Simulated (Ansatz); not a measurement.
# H5NO2Si2: the cost of one run

Program: Ansatz 0.2.0, Gaussian basis. Level of theory: functionals in def2-TZVPP, the program's frozen cores in correlated methods. These are calculated values, not measurements.

The runs, in order: PBE-D4, r2SCAN-D4, PBE0-D4, B3LYP-D4, ωB97X-V, ωB97M-V, B2PLYP; CCSD(T)/def2-TZVPP; MP2/def2-QZVPP; extrapolation to the limit.

**1. Structure used throughout**

The geometry comes from an earlier relaxation with PBE0-D4 in a triple-zeta def2 set; it is a stationary point, not always the lowest conformer.

10 atoms, charge 0, spin multiplicity 1.

Atoms are counted from 1 here; the program's logs count them from 0.

Bond lengths: N1–Si2 2.025 Å, N1–H6 1.014 Å, N1–H7 1.015 Å, N1–H10 1.044 Å, Si2–O3 1.765 Å, Si2–H8 1.532 Å, O3–Si4 1.579 Å, Si4–O5 1.528 Å, Si4–H9 1.473 Å. Angles: Si2–N1–H6 111.4°, Si2–N1–H7 109.9°, Si2–N1–H10 110.3°, H6–N1–H7 108.0°, H6–N1–H10 108.3°, H7–N1–H10 108.9°, N1–Si2–O3 94.6°, N1–Si2–H8 87.6°, O3–Si2–H8 95.1°, Si2–O3–Si4 133.9°, O3–Si4–O5 123.5°, O3–Si4–H9 112.3°, O5–Si4–H9 124.2°.

**2. PBE-D4 (GGA)**

File in.yaml:

```yaml
crystal:
  periodic: [false, false, false]
  atoms:
    - {symbol: N, position_ang: [-0.675362, -0.342323, -1.182361]}
    - {symbol: Si, position_ang: [-1.175681, -1.092815, 0.630884]}
    - {symbol: O, position_ang: [-0.149403, 0.021949, 1.535199]}
    - {symbol: Si, position_ang: [0.973579, 1.054134, 1.126259]}
    - {symbol: O, position_ang: [1.350091, 1.361709, -0.322808]}
    - {symbol: H, position_ang: [-1.438403, 0.188382, -1.586889]}
    - {symbol: H, position_ang: [-0.449169, -1.099611, -1.818567]}
    - {symbol: H, position_ang: [-0.082555, -2.145823, 0.423563]}
    - {symbol: H, position_ang: [1.576553, 1.715494, 2.295781]}
    - {symbol: H, position_ang: [0.153447, 0.287605, -1.098263]}
basis:
  gaussian: {orbitals: def2-TZVPP}
hamiltonian: {xc: pbe, dispersion: d4}
output: {forces: true, orbitals: {seedname: orbitals}}
```

On the command line:

```bash
$ ansatz run in.yaml --threads 4 --pin off --events-out ev --progress --plain --max-ram 10444MiB
```

What time and memory should one allow on 4 threads of Arm Neoverse V1, shared host?

About 3.1 s, with a peak of 0.33 GiB.
